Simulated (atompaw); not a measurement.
# Nitrogen: generating and testing a PAW (atompaw) potential

Do these settings give a usable potential? It is generated, then checked for scattering, ghosts and hardness.

Program: atompaw 4.2.0.5. Reference atom: PBEsol, scalar-relativistic, spherical and spin-unpolarised. All values are calculated.

## (1) The atom and the settings

Typed settings, in words:

| Item | Value |
| --- | --- |
| element | nitrogen (N, Z = 7) |
| type | PAW |
| frozen core | [He] |
| valence charge | 5 |
| reference configuration | 2s2 2p3 |
| partial waves | 2s (bound); 2s channel at 1.7 Ry; 2p (bound); 2p channel at -0.1 Ry; 3d channel at 0.4 Ry; 3d channel at 2 Ry |
| local potential | ultrasoft scheme with l = 3 at 0.5 Ry, radius 2.00 bohr |
| core correction | smooth core density matched at 1.60 bohr |
| augmentation charge | sinc compensation charge, radius 2.40 bohr; PAW radius 2.55 bohr; waves and projectors: bloechl |

The nodes and maxima of the atom's own shells, from an earlier all-electron run, set the scale for the radii.

All-electron outer shells of the reference configuration (PBEsol, scalar-relativistic, ld1.x):

```
shell  level (eV)  outermost node (bohr)  outermost maximum (bohr)
   1s     -383.09                      –                      0.15
   2s      -18.46                   0.32                      1.02
   2p       -7.04                      –                      0.98
```

## (2) Generation

The input, N.input:

```
N 7
GGA-PBESOL scalarrelativistic loggrid 1500 logderivrange -3 5 201
2 2 0 0 0 0
2 1 3
0 0 0
c
v
v
2
2.55 2.40 2.00 1.60
y
1.7
n
y
-0.1
n
y
0.4
y
2
n
bloechl sinc
3 0.5 ultrasoft
PWSCFOUT
UPFDX 0.0125d0 UPFXMIN -7.d0 UPFZMESH 7.d0
END
```

On the command line:

```bash
atompaw < N.input > N.log
```

Q: Predict the outcome of this session. Wanted: cutoffs for 10 and 1 mRy, occupied levels; bound ghosts; largest phase difference near zero energy, channels read; lowest eigenvalue of the overlap; share of valence orbitals outside the PAW sphere; UPF file.

**Answer**, as computed:

| quantity | value |
| --- | --- |
| cutoffs for 10 and 1 mRy, occupied levels | 18 Ry and 25 Ry |
| bound ghosts | none found |
| largest phase difference near zero energy, channels read | 0.001 rad |
| lowest eigenvalue of the overlap (Bessel basis) | 0.063 (d) |
| share of valence orbitals outside the PAW sphere | 2s 4 %, 2p 11 % |
| UPF file | written |

In words: By its cutoff, 18 Ry for the looser tolerance, it is soft on the atom at that tolerance. The slowest occupied level is 2p: taken alone it needs 21 Ry to come within 1 mRy, against 15 Ry for 2s. The Bessel-basis test finds no level below the valence levels. Near zero energy the phases of the channels with partial waves agree within 0.001 rad.
